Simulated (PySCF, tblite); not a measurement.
# CH8NP2Si radical: geometry, infrared bands and EPR parameters

What infrared bands and EPR parameters should CH8NP2Si radical (`CN[Si](P)P`) show?

Computed with tblite 0.8.0 and PySCF 2.14.0, with density-fitted response routines of our own, on a single molecule in the gas phase. Atoms are numbered from 0 throughout.

### Step 1. The starting structure

13 atoms, charge 0, multiplicity 2; geometry from: force field or distance geometry start.

Bonds of the start (Å): C0–N1 1.46, N1–Si2 1.68, Si2–P3 2.23, Si2–P4 2.23, C0–H5 1.09, C0–H6 1.10, C0–H7 1.09, N1–H8 1.03, P3–H9 1.41, P3–H10 1.41, P4–H11 1.42, P4–H12 1.42.

### Step 2. Optimising the geometry with GFN2-xTB

The job: settings as JSON, then the geometry in Å.

```
{"job": {"kind": "relax", "xc": "GFN2-xTB", "basis": "xTB"}, "charge": 0, "multiplicity": 2}
C      2.000200    -0.949900    -0.002300
N      0.587600    -0.919300     0.381700
Si    -0.671300    -0.239100    -0.499600
P     -0.496300     1.955400    -0.156500
P     -2.512600    -0.864100     0.586600
H      2.560900    -1.537800     0.717700
H      2.421800     0.063200    -0.032100
H      2.130800    -1.409200    -0.979200
H      0.529200    -0.610100     1.358200
H     -1.480600     2.369700    -1.070200
H      0.595000     2.179600    -1.015000
H     -3.392100     0.099500     0.034300
H     -2.277100    -0.137600     1.780000
```

Started as:

```console
OMP_NUM_THREADS=1 python probes_run.py task.json out
```

The driver reads the jobs from task.json and runs them one after another.

**Question.** This job is followed by: GFN2-xTB harmonic vibrations, gas phase; UKS B3LYP, pcH-1 on C H N P Si, non-relativistic, mean-field spin-orbit, GIAO. Predict these results of the whole session: strongest single infrared mode (GFN2-xTB); zero-point energy (GFN2-xTB); g(iso) (B3LYP); ⟨S²⟩; largest a(iso) (averaged by class); potential on the surface of density 0.002 e/bohr³, 1st and 99th percentile.

**Answer**, as computed:

| quantity | value |
| --- | --- |
| strongest single infrared mode (GFN2-xTB) | 2392 cm⁻¹, 153 km/mol |
| zero-point energy (GFN2-xTB) | 55.8 kcal/mol |
| g(iso) (B3LYP) | 2.00253 |
| ⟨S²⟩ | 0.753 (exact 0.75) |
| largest a(iso) (averaged by class) | 29Si on Si2, -502.7 MHz |
| potential on the surface of density 0.002 e/bohr³, 1st and 99th percentile | -0.99 V and 1.64 V |

Relaxing lowered the energy by 0.569 eV in 165 steps; the close pair that moved most is Si2–P3, from 2.228 to 2.276 Å. No mode is imaginary among the 33: a minimum at this level. The strongest single mode, at 2392 cm⁻¹, moves mainly H12 and H11. Unscaled tight-binding wavenumbers are off by several per cent, some by more. Its intensities can rank the bands wrongly. Si2 carries the largest spin population, 0.60 e. The isotropic g lies 0.2 ppt above the free-electron value. The conformer search found further structures of the same energy, which may be mirror or relabelled copies of this one.
